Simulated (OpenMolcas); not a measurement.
# Ag⁴⁺ among point charges: CASSCF and CASPT2 levels and susceptibility

Aim: the splitting of the states of Ag⁴⁺ in the field of 4 point charges, its lowest levels with spin-orbit coupling and its magnetic susceptibility.

Program: OpenMolcas 26.06. Level of theory: state-averaged CASSCF and CASPT2, spin-orbit coupling by RASSI with atomic mean-field integrals. These are calculated values, not measurements, unless marked.

**1. What is computed**

* Species: Ag⁴⁺ (silver, Z = 47, 43 electrons)
* Basis: ANO-RCC-VTZP [7s6p4d2f1g], 68 functions
* Scalar Hamiltonian: DKH2, point nucleus
* Inactive shells: 1s 2s 2p 3s 3p 3d 4s 4p
* Active space: 7 electrons in 5 orbitals (4d)
* Some configurations of this space: 4d7
* Orbitals: optimised for each spin and parity, averaged over all roots

Outer shells as boxes (Hund's rule):

4d7
```
4d [↑↓][↑↓][↑ ][↑ ][↑ ]
```

The ion sits among 4 point charges of -2 e arranged as a tetrahedron (Td), 2.35 Å from the ion.

Each step is its own input file, run in one work folder so that later steps find the files of earlier ones. Labels, J, g values, rates, χT and fits are worked out afterwards by a script from the matrices that RASSI stores.

**2. One- and two-electron integrals**

Contents of a.inp:

```
&GATEWAY
Coord
1

Ag 0.0 0.0 0.0
Basis=ANO-RCC-VTZP
Group=NoSym
NoMove
AngMom=0.0 0.0 0.0
AMFI
XField
4 Angstrom 0
1.356773 1.356773 1.356773 -2.000000
1.356773 -1.356773 -1.356773 -2.000000
-1.356773 1.356773 -1.356773 -2.000000
-1.356773 -1.356773 1.356773 -2.000000
&SEWARD
```

Launch:

```console
$ OMP_NUM_THREADS=1 MOLCAS_MEM=1689 MOLCAS_PROJECT=a pymolcas a.inp > a.log
```

Standard output:

```text
Basis set label: AG.ANO-RCC...7S6P4D2F1G.

      Electronic valence basis set:
      ------------------
      Associated Effective Charge  47.000000 au
      Associated Actual Charge     47.000000 au
      Nuclear Model: Point charge

      Shell  nPrim  nBasis  Cartesian Spherical Contaminant
         s      21       7        X
         p      18       6        X
         d      13       4                 X
         f       6       2                 X
         g       4       1                 X
                  Relativistic Douglas-Kroll-Hess integrals:
                    - DKH order of Hamiltonian: 2
                    - DKH order of Properties : 0
                  Atomic mean-field integrals
```

**3. CASSCF: quartets, 10 roots**

Contents of a.inp:

```
&RASSCF
FileOrb=start.orb
Symmetry=1
Spin=4
nActEl=7 0 0
Inactive=18
Ras2=5
CIRoot=10 10 1
SDav=10
CIMx=300
Iter=120 100
PrWF=0.3
OrbListing=Nothing
MaxOrb=0
>>> COPY $Project.JobIph JOB001
```

Launch:

```console
$ OMP_NUM_THREADS=1 MOLCAS_MEM=1689 MOLCAS_PROJECT=a pymolcas a.inp > a.log
```

start.orb holds the contracted functions of the basis, ordered by shell, or the orbitals of the step before.

Standard output, cut to the lines that bear on the results:

```text
[...]
      Number of active orbitals                  5
[...]
      Spin quantum number                      1.5
[...]
      Active orbitals                            5
[...]
      Number of CSFs                            10
      Number of root(s) required                10
[...]
      Convergence after  8 iterations
[...]
      Natural orbitals and occupation numbers for root  1
      sym 1:   1.000000   1.000000   2.000000   1.000000   2.000000
      Natural orbitals and occupation numbers for root  2
      sym 1:   1.000000   1.162405   1.162405   1.837595   1.837595
      Natural orbitals and occupation numbers for root  3
      sym 1:   1.974988   1.025012   1.974988   1.000000   1.025012
::    RASSCF root number  1 Total energy:  -5315.13193074
::    RASSCF root number  2 Total energy:  -5315.12784641
::    RASSCF root number  3 Total energy:  -5315.12784641
[...]
::    RASSCF root number  7 Total energy:  -5315.12460429
::    RASSCF root number  8 Total energy:  -5315.05220323
::    RASSCF root number  9 Total energy:  -5315.05220323
::    RASSCF root number 10 Total energy:  -5315.05220323
```

**4. CASSCF: doublets, 40 roots**

Contents of a.inp:

```
&RASSCF
FileOrb=start.orb
Symmetry=1
Spin=2
nActEl=7 0 0
Inactive=18
Ras2=5
CIRoot=40 40 1
SDav=40
CIMx=300
Iter=120 100
PrWF=0.3
OrbListing=Nothing
MaxOrb=0
>>> COPY $Project.JobIph JOB002
```

Launch:

```console
$ OMP_NUM_THREADS=1 MOLCAS_MEM=1689 MOLCAS_PROJECT=a pymolcas a.inp > a.log
```

Standard output, cut to the lines that bear on the results:

```text
[...]
      Number of active orbitals                  5
[...]
      Spin quantum number                      0.5
[...]
      Active orbitals                            5
[...]
      Number of CSFs                            40
      Number of root(s) required                40
[...]
      Convergence after  7 iterations
[...]
      Natural orbitals and occupation numbers for root  1
      sym 1:   1.680422   1.233192   1.322744   1.189997   1.573645
      Natural orbitals and occupation numbers for root  2
      sym 1:   1.573645   1.174545   1.264096   1.307292   1.680422
      Natural orbitals and occupation numbers for root  3
      sym 1:   1.283713   1.306288   1.491733   1.292119   1.626148
::    RASSCF root number  1 Total energy:  -5315.04716348
::    RASSCF root number  2 Total energy:  -5315.04716348
::    RASSCF root number  3 Total energy:  -5315.04694692
[...]
::    RASSCF root number 27 Total energy:  -5315.00995509
::    RASSCF root number 28 Total energy:  -5315.00995509
::    RASSCF root number 29 Total energy:  -5314.94738775
::    RASSCF root number 30 Total energy:  -5314.94689317
```

**5. RASSI: spin-orbit coupling between the states**

Contents of a.inp:

```
&RASSI
NrOfJobIphs=2 10 40
1 2 3 4 5 6 7 8 9 10
1 2 3 4 5 6 7 8 9 10 11 12 13 14 15 16 17 18 19 20 21 22 23 24 25 26 27
28 29 30 31 32 33 34 35 36 37 38 39 40
IphNames
JOB001
JOB002
EJob
SpinOrbit
DIPRint=1.0
SOCoupling=1000.0
Subsets=2
Property=9
'ANGMOM' 1 'ANGMOM' 2 'ANGMOM' 3 'MLTPL  1' 1 'MLTPL  1' 2 'MLTPL  1' 3
'AMFI' 1 'AMFI' 2 'AMFI' 3
SOProperty=3
'ANGMOM' 1 'ANGMOM' 2 'ANGMOM' 3
```

Standard output, cut to the lines that bear on the results:

```text
SPIN-FREE ENERGIES:
  (Shifted by EMIN (a.u.) =      -5315.1319307449)
 SF State       Relative EMIN(au)   Rel lowest level(eV)    D:o, cm**(-1)      L_eff
     1             0.0000000000        0.0000000000              0.0000         3.0
     2             0.0040843373        0.1111404805            896.4084         3.0
     3             0.0040843373        0.1111404805            896.4084         3.0
     4             0.0040843373        0.1111404805            896.4084         3.0
     5             0.0073264548        0.1993629906           1607.9710         3.0
     6             0.0073264548        0.1993629906           1607.9710         3.0
     7             0.0073264548        0.1993629906           1607.9710         3.0
     8             0.0797275179        2.1694962839          17498.1676         1.0
     9             0.0797275179        2.1694962839          17498.1676         1.0
    10             0.0797275179        2.1694962839          17498.1676         1.0
[...]
Eigenvalues of complex Hamiltonian:
   -----------------------------------
  (Shifted by EMIN (a.u.) =      -5315.1319307449)
 SO State       Relative EMIN(au)   Rel lowest level(eV)    D:o, cm**(-1)     J-value
     1            -0.0136765374        0.0000000000              0.0000         3.5
     2            -0.0136765374        0.0000000000              0.0000         3.7
     3            -0.0136765374        0.0000000000              0.0000         3.5
     4            -0.0136765374        0.0000000000              0.0000         3.6
     5            -0.0109485211        0.0742331042            598.7304         3.8
     6            -0.0109485211        0.0742331042            598.7304         3.6
     7            -0.0109485211        0.0742331042            598.7304         3.4
     8            -0.0109485211        0.0742331042            598.7304         3.6
     9            -0.0098997066        0.1027728016            828.9185         3.6
    10            -0.0098997066        0.1027728016            828.9185         3.6
    11             0.0039662497        0.4800846932           3872.1442         2.8
[...]
```

Time for these steps: 13 s (1 thread of Arm Neoverse V1, shared host).

Spin-free states, with their symmetry labels:

| state | degeneracy | E (cm-1) | free-ion L (%) |
| --- | --- | --- | --- |
| 4A2 | 1 | 0 | F (100) |
| 4T2 | 3 | 896 | F (100) |
| 4T1 | 3 | 1608 | F (100) |
| 4T1 | 3 | 17498 | P (100) |
| 2E | 2 | 18604 | G (97) |
| 2T1 | 3 | 18652 | G (98) |
| 2A1 | 1 | 18664 | G (100) |
| 2T2 | 3 | 18939 | G (100) |
| 2T1 | 3 | 23757 | H (61) |
| 2T2 | 3 | 24090 | H (97) |
| 2E | 2 | 24499 | H (95) |
| 2T1 | 3 | 24523 | H (78) |
| 2T1 | 3 | 24626 | H (59) |
| 2T2 | 3 | 26543 | D (97) |
| 2E | 2 | 26771 | D (96) |
| 2A2 | 1 | 40503 | F (100) |
| 2T2 | 3 | 40611 | F (100) |
| 2T1 | 3 | 40731 | F (100) |
| 2E | 2 | 63771 | D (100) |
| 2T2 | 3 | 63848 | D (100) |

With spin-orbit coupling:

| E (cm-1) | Degeneracy | Label | 2S+1 | g |
| --- | --- | --- | --- | --- |
| 0.0 | 4 | Γ8 | 4 |  |
| 598.7 | 4 | Γ8 | 4 |  |
| 828.9 | 2 | Γ6 | 4 | 4.64 4.64 4.64 |
| 3872 | 2 | Γ6 | 4 | 2.66 2.66 2.66 |
| 3892 | 4 | Γ8 | 4 |  |
| 3942 | 2 | Γ7 | 4 | 3.95 3.95 3.95 |
| 5920 | 4 | Γ8 | 4 |  |
| 6361 | 2 | Γ7 | 4 | 1.96 1.96 1.96 |
| 7505 | 4 | Γ8 | 4 |  |
| 18788 | 4 | Γ8 | 4 |  |
| 19050 | 4 | Γ8 | 4 |  |
| 19085 | 2 | Γ7 | 4 | 2.65 2.65 2.65 |
| 19508 | 2 | Γ6 | 2 | 3.93 3.93 3.93 |
| 19639 | 4 | Γ8 | 2 |  |
| 20117 | 4 | Γ8 | 2 |  |
| 21312 | 2 | Γ6 | 4 | 2.45 2.45 2.45 |
| 23143 | 4 | Γ8 | 2 |  |
| 23156 | 2 | Γ6 | 2 | 2.01 2.01 2.01 |
| 23373 | 2 | Γ7 | 2 | 2.64 2.64 2.64 |
| 25831 | 4 | Γ8 | 2 |  |
| 26073 | 2 | Γ7 | 2 | 3.95 3.95 3.95 |
| 26355 | 4 | Γ8 | 2 |  |
| 26508 | 2 | Γ6 | 2 | 3.94 3.94 3.94 |
| 26520 | 4 | Γ8 | 2 |  |

Principal g values are given for doublets only; a zero marks a field direction without first-order Zeeman splitting.

Powder χT (cm³ K/mol): 4.15 at 2 K, 4.16 at 5 K, 4.17 at 10 K, 4.20 at 20 K, 4.29 at 50 K, 4.44 at 100 K, 4.59 at 150 K, 4.73 at 200 K, 4.85 at 250 K, 4.95 at 300 K.

A ligand-field fit to the states below 45000 cm-1 gives 10Dq = -871 cm-1, B = 1092 cm-1 and C = 4453 cm-1 (C/B = 4.08), with a deviation of 16 cm-1.

**6. CASPT2: IPEA 0.25, imaginary shift 0.1 (closed shells correlated: 4s 4p)**

Contents of a.inp:

```
>>> COPY JOB001 $Project.JobIph
&CASPT2
Multistate=10 1 2 3 4 5 6 7 8 9 10
NoMult
Frozen=14
IPEA=0.25
Imaginary=0.1
MaxIter=60
WThr=0.0 0.3 0.05
PrWF=0.5
NoMix
>>> COPY JOB002 $Project.JobIph
&CASPT2
Multistate=40 1 2 3 4 5 6 7 8 9 10 11 12 13 14 15 16 17 18 19 20 21 22
23 24 25 26 27 28 29 30 31 32 33 34 35 36 37 38 39 40
NoMult
Frozen=14
IPEA=0.25
Imaginary=0.1
MaxIter=60
WThr=0.0 0.3 0.05
PrWF=0.5
NoMix
```

Standard output:

```text
Orbital specifications:
      -----------------------

      Symmetry species                           1
                                                 a
      Frozen orbitals                           14
      Inactive orbitals                          4
      Active orbitals                            5
      Secondary orbitals                        45
      Deleted orbitals                           0
      Number of basis functions                 68
Type of calculation                        SS-CASPT2
      Fock operator                              state-specific
      IPEA shift                                 0.25
      Real shift                                 0.00
      Imaginary shift                            0.10
      The input orbitals will be transformed to quasi-canonical
Reference energy:       -5315.1319307449
      E2 (Non-variational):      -0.3920726388
      Shift correction:          -0.0000732906
      E2 (Variational):          -0.3921459294
      Total energy:           -5315.5240766743
      Residual norm:              0.0000007282
      Reference weight:           0.95362
      Contributions to the CASPT2 correlation energy
      Active & Virtual Only:         -0.1272033775
      One Inactive Excited:          -0.1871603074
      Two Inactive Excited:          -0.0777089539
Reference energy:       -5315.1278464076
      E2 (Non-variational):      -0.3934838738
      Shift correction:          -0.0000751790
      E2 (Variational):          -0.3935590528
      Total energy:           -5315.5214054605
      Residual norm:              0.0000007751
      Reference weight:           0.95315
      Contributions to the CASPT2 correlation energy
      Active & Virtual Only:         -0.1280893770
      One Inactive Excited:          -0.1874988354
      Two Inactive Excited:          -0.0778956613
::    CASPT2 Root  1     Total energy:  -5315.52407667
::    CASPT2 Root  2     Total energy:  -5315.52140546
::    CASPT2 Root  3     Total energy:  -5315.52020288
::    CASPT2 Root  4     Total energy:  -5315.52152869
::    CASPT2 Root  5     Total energy:  -5315.51709978
::    CASPT2 Root  6     Total energy:  -5315.51758826
::    CASPT2 Root  7     Total energy:  -5315.51683356
::    CASPT2 Root  8     Total energy:  -5315.46070043
::    CASPT2 Root  9     Total energy:  -5315.46074669
::    CASPT2 Root 10     Total energy:  -5315.46062371
Orbital specifications:
      -----------------------

      Symmetry species                           1
                                                 a
      Frozen orbitals                           14
      Inactive orbitals                          4
      Active orbitals                            5
      Secondary orbitals                        45
      Deleted orbitals                           0
      Number of basis functions                 68
Type of calculation                        SS-CASPT2
      Fock operator                              state-specific
      IPEA shift                                 0.25
      Real shift                                 0.00
      Imaginary shift                            0.10
      The input orbitals will be transformed to quasi-canonical
Reference energy:       -5315.0471634796
      E2 (Non-variational):      -0.4026448559
      Shift correction:          -0.0000788002
      E2 (Variational):          -0.4027236561
      Total energy:           -5315.4498871358
      Residual norm:              0.0000003900
      Reference weight:           0.95146
      Contributions to the CASPT2 correlation energy
      Active & Virtual Only:         -0.1326551850
      One Inactive Excited:          -0.1907446441
      Two Inactive Excited:          -0.0792450269
Reference energy:       -5315.0471634796
      E2 (Non-variational):      -0.4024937332
      Shift correction:          -0.0000785271
      E2 (Variational):          -0.4025722604
      Total energy:           -5315.4497357400
      Residual norm:              0.0000003892
      Reference weight:           0.95152
      Contributions to the CASPT2 correlation energy
      Active & Virtual Only:         -0.1326350487
      One Inactive Excited:          -0.1906097387
      Two Inactive Excited:          -0.0792489458
::    CASPT2 Root  1     Total energy:  -5315.44988714
::    CASPT2 Root  2     Total energy:  -5315.44973574
::    CASPT2 Root  3     Total energy:  -5315.44937938
::    CASPT2 Root  4     Total energy:  -5315.44939051
::    CASPT2 Root  5     Total energy:  -5315.44938479
::    CASPT2 Root  6     Total energy:  -5315.45014859
::    CASPT2 Root  7     Total energy:  -5315.44827610
::    CASPT2 Root  8     Total energy:  -5315.44827377
::    CASPT2 Root  9     Total energy:  -5315.44826566
::    CASPT2 Root 10     Total energy:  -5315.43066838
::    CASPT2 Root 11     Total energy:  -5315.43071722
::    CASPT2 Root 12     Total energy:  -5315.43070250
::    CASPT2 Root 13     Total energy:  -5315.42644653
::    CASPT2 Root 14     Total energy:  -5315.42636790
::    CASPT2 Root 15     Total energy:  -5315.42640689
::    CASPT2 Root 16     Total energy:  -5315.42433884
::    CASPT2 Root 17     Total energy:  -5315.42469297
::    CASPT2 Root 18     Total energy:  -5315.42556908
::    CASPT2 Root 19     Total energy:  -5315.42616802
::    CASPT2 Root 20     Total energy:  -5315.42552283
::    CASPT2 Root 21     Total energy:  -5315.42680612
::    CASPT2 Root 22     Total energy:  -5315.42677316
::    CASPT2 Root 23     Total energy:  -5315.42688530
::    CASPT2 Root 24     Total energy:  -5315.42026397
::    CASPT2 Root 25     Total energy:  -5315.42026643
::    CASPT2 Root 26     Total energy:  -5315.42046851
::    CASPT2 Root 27     Total energy:  -5315.41921902
::    CASPT2 Root 28     Total energy:  -5315.41878053
::    CASPT2 Root 29     Total energy:  -5315.36974737
::    CASPT2 Root 30     Total energy:  -5315.36889084
```

Time for this run: 13 s (1 thread of Arm Neoverse V1, shared host).

SS-CASPT2: lowest energy less the reference's lowest, -0.3921 hartree; reference weights 0.946 to 0.954.

Spin-free states, with their symmetry labels:

| state | degeneracy | E (cm-1) | free-ion L (%) |
| --- | --- | --- | --- |
| 4A2 | 1 | 0 | F (100) |
| 4T2 | 3 | 665 | F (100) |
| 4T1 | 3 | 1515 | F (100) |
| 4T1 | 3 | 13912 | P (100) |
| 2A1 | 1 | 16225 | G (100) |
| 2E | 2 | 16299 | G (97) |
| 2T1 | 3 | 16393 | G (98) |
| 2T2 | 3 | 16637 | G (100) |
| 2T1 | 3 | 20495 | H (61) |
| 2T1 | 3 | 21345 | H (59) |
| 2T2 | 3 | 21436 | H (97) |
| 2T1 | 3 | 21579 | H (78) |
| 2E | 2 | 21851 | H (95) |
| 2T2 | 3 | 22769 | D (97) |
| 2E | 2 | 23062 | D (96) |
| 2A2 | 1 | 33871 | F (100) |
| 2T2 | 3 | 34055 | F (100) |
| 2T1 | 3 | 34174 | F (100) |
| 2E | 2 | 54751 | D (100) |
| 2T2 | 3 | 54851 | D (100) |

With spin-orbit coupling:

```
E (cm-1)  Degeneracy  Label  2S+1               g
       0           4     Γ8     4                
     530           4     Γ8     4                
     800           2     Γ6     4  4.58 4.58 4.58
    3820           2     Γ6     4  2.60 2.60 2.60
    3890           2     Γ7     4  3.97 3.97 3.97
    3960           4     Γ8     4                
    5860           4     Γ8     4                
    6320           2     Γ7     4  1.98 1.98 1.98
    7400           4     Γ8     4                
   15480           4     Γ8     4                
   15620           4     Γ8     4                
   15660           2     Γ7     4  2.65 2.65 2.65
   17290           2     Γ6     2  3.94 3.94 3.94
   17520           4     Γ8     2                
   17940           2     Γ6     4  2.48 2.48 2.48
   17950           4     Γ8     2                
   20950           2     Γ6     2  2.06 2.06 2.06
   20980           4     Γ8     2                
   21200           2     Γ7     2  2.64 2.64 2.64
   22760           4     Γ8     2                
   23370           4     Γ8     2                
   23590           2     Γ7     2  3.96 3.96 3.96
   23650           2     Γ6     2  3.94 3.94 3.94
   23780           4     Γ8     2
```

Powder χT (cm³ K/mol): 4.13 at 2 K, 4.14 at 5 K, 4.15 at 10 K, 4.19 at 20 K, 4.29 at 50 K, 4.46 at 100 K, 4.63 at 150 K, 4.77 at 200 K, 4.90 at 250 K, 5.00 at 300 K.

**7. The methods side by side**

A. CASSCF
B. SS-CASPT2, IPEA 0.25, imaginary shift 0.1 (closed shells correlated: 4s 4p)

```
method  ground state  first state of that spin (cm-1)  first gap with spin-orbit (cm-1)  χT at 300 K
     A           4A2                        4T2 896.4                             598.7         4.95
     B           4A2                        4T2 665.2                             533.9         5.00
```

**8. What came out**

| quantity | value |
| --- | --- |
| method | SS-CASPT2, IPEA 0.25, imaginary shift 0.1 (closed shells correlated: 4s 4p) |
| spin-free ground state | 4A2, 1-fold in its orbital part |
| first state of the same spin within the active space | 4T2 at 665 cm⁻¹ |
| lowest level | 4-fold Γ8 |
| next level | 533.9 cm⁻¹ |
| χT at 300 K | 5.00 cm³ K/mol |
| effective moment at 300 K | 6.32 μB |

Cost by method:

| method | time of its own steps | time with the reference |
| --- | --- | --- |
| A. CASSCF | 13 s | 13 s |
| B. SS-CASPT2, IPEA 0.25, imaginary shift 0.1, +4s 4p | 13 s | 26 s |

Times are of one thread on a shared host.

The spin-free ground state (4A2) comes to 100 % from free-ion F terms and keeps the highest spin of the shell. χT at 300 K is 5.00, against 1.88 cm³ K/mol for the spin alone, so orbital moment adds to it. CASPT2 does not keep the components of a term degenerate, and the means are used. The field of point charges can differ much from that of real complexes. This is an electrostatic model: the charges have no orbitals.
